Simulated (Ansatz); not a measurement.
**CoCl (quintet): from Hartree-Fock to the top rungs, def2-TZVPP**

One table from this session's results is given with a row withheld; the runs are named, their logs left out.

Computed with Ansatz 0.2.0, Gaussian basis. Level: def2-TZVPP, core rule «outside noble gas», up to 14 orbitals frozen.

Plan: UHF; ROHF; CCSD(T) on UHF.

2 further runs of the same task are left out: 2 set aside as unsound or not needed.

### The geometry

The geometry is a PBE0/def2-TZVP stationary point (not a proven minimum) of the parent state, kept for this charge and spin.

2 atoms, charge 0, spin multiplicity 5.

Atoms are counted from 1 here; the program's logs count them from 0.

Bond lengths: Co1–Cl2 2.092 Å.

The first run:

in.yaml reads:

```yaml
crystal:
  periodic: [false, false, false]
  atoms:
    - {symbol: Co, position_ang: [0.000000, 0.000000, 0.000000]}
    - {symbol: Cl, position_ang: [0.000000, 0.000000, 2.092400]}
basis:
  gaussian: {orbitals: def2-TZVPP}
magnetization: {spin_polarized: true, initial_magnetization: 4}
hamiltonian: {xc: hf}
output: {orbitals: {seedname: orbitals}}
```

On the command line:

```sh
$ ansatz run in.yaml --threads 1 --pin off --events-out ev --progress --plain --max-ram 4096MiB --backend cpu
```

Among the steps run: UHF; ROHF; CCSD(T) on UHF.

One table of the session follows, with a row left open; its other results are not shown here.

| method | from UCCSD(T) (meV) |
| --- | --- |
| ROHF | +12575.7 |
| UHF | +12364.1 |
| UMP2 | +846.9 |
| UCCSD | ? |
| UCCSD(T) | 0 |

Q: Estimate the row for UCCSD from the others.

**Answer.** from UCCSD(T) (meV): +436.3. In the column «from UCCSD(T) (meV)» it lies between UCCSD(T) (0) and UMP2 (+846.9).
